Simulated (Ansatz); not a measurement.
# YHg: the cost of one run

Program: Ansatz 0.2.0. Level of theory: DFT LDA, with the methods named in each step. These are calculated values, not measurements.

## (1) Starting point

It takes space group Pm-3m (No. 221, cubic). Conventional cell: a = 3.680 Å, b = 3.680 Å, c = 3.680 Å, α = 90.00°, β = 90.00°, γ = 90.00°. Y (site symmetry m-3m) is surrounded by 8 Hg at 3.19 Å. Hg (site symmetry m-3m) has 8 Y at 3.19 Å as nearest neighbours.

Structure file:

```xyz
2
Lattice="3.6800 0.0000 0.0000 0.0000 3.6800 0.0000 0.0000 0.0000 3.6800" Properties=species:S:1:pos:R:3 pbc="T T T"
Y     1.8400    1.8400    1.8400
Hg    0.0000    0.0000    0.0000
```

Atoms are numbered in the order of the input: Y1, Hg2.

## (2) Free moments, LAPW

input.yaml

```yaml
crystal:
  lattice:
    - [3.68, 0.0, 0.0]
    - [0.0, 3.68, 0.0]
    - [0.0, 0.0, 3.68]
  atoms:
    - { symbol: "Y", position: [0.5, 0.5, 0.5], spin: 0.6 }
    - { symbol: Hg, position: [0.0, 0.0, 0.0] }
magnetization:
  spin_polarized: true
kpoints:
  mp_grid: { grid: [9, 9, 9] }
scf:
  occupations: { method: fermi_dirac, width: 0.08 }
  lower_state_search: "off"
hamiltonian:
  xc: lda
  pseudopotentials: { kind: all_electron, lapw: { basis_error: 0.0005 } }
output:
  forces: true
  stress: true
  eigenvalues: false
  populations: true
  dos: { projected: true, de: 0.1, e_range: [-8, 5] }
```

The run is started by

```console
> ansatz run input.yaml --threads 1 --pin off --max-ram 3072MiB --backend cpu --events-out ev --progress --plain --runs-dir out
```

Q: Estimate wall time and peak memory on 1 thread of AMD EPYC 9R45 (Zen 5), shared host.

About 13 s, with a peak of 0.51 GiB.
